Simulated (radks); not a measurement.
# Hf in [Xe] 4f14 5d2 6p2: an all-electron calculation

What are the levels of neutral hafnium, how large are its shells, and how does its energy divide?

The numbers are computed with radks (a radial shooting solver on a logarithmic mesh, Libxc functionals) version 1 (scalar-relativistic Kohn-Sham, HCTH/407, spin-unpolarised, spherical densities, point nucleus), except any that are marked as measured or tabulated.

### Step 1. Starting point

| Item | Value |
| --- | --- |
| element | hafnium (Z = 72) |
| charge | 0 |
| electrons | 72 |
| configuration | [Xe] 4f14 5d2 6p2 |

The outer shells:

Hf
```
[Xe] core
4f [↑↓][↑↓][↑↓][↑↓][↑↓][↑↓][↑↓]
5d [↑ ][↑ ][  ][  ][  ]
6p [↑ ][↑ ][  ]
```

### Step 2. The calculation

Input:

```text
Z 72
configuration [Xe] 4f14 5d2 6p2
relativity scalar-relativistic
functional hcth_407
spin unpolarised
nucleus point
c 137.035999084
```

Q: Predict the outcome of this run.

**Answer**, as computed:

```
                        quantity                value
                    total energy  -15086.8713 hartree
exchange-correlation share of it               2.10 %
                            −T/E               1.0957
          highest occupied level        6p, -2.647 eV
    most extended occupied level  6p, <r> = 4.74 bohr
 radius at density 0.001 e/bohr³            5.42 bohr
    maxima of the radial density                    4
```

What this shows: The radial density shows 4 maxima for 6 occupied principal shells; where shells overlap, one shows as a shoulder or not at all. Relativity lifts −T/E to 1.096. This is not the tabulated ground configuration, so its levels and sizes aren't those of the ground state, and no measured value stands beside it.
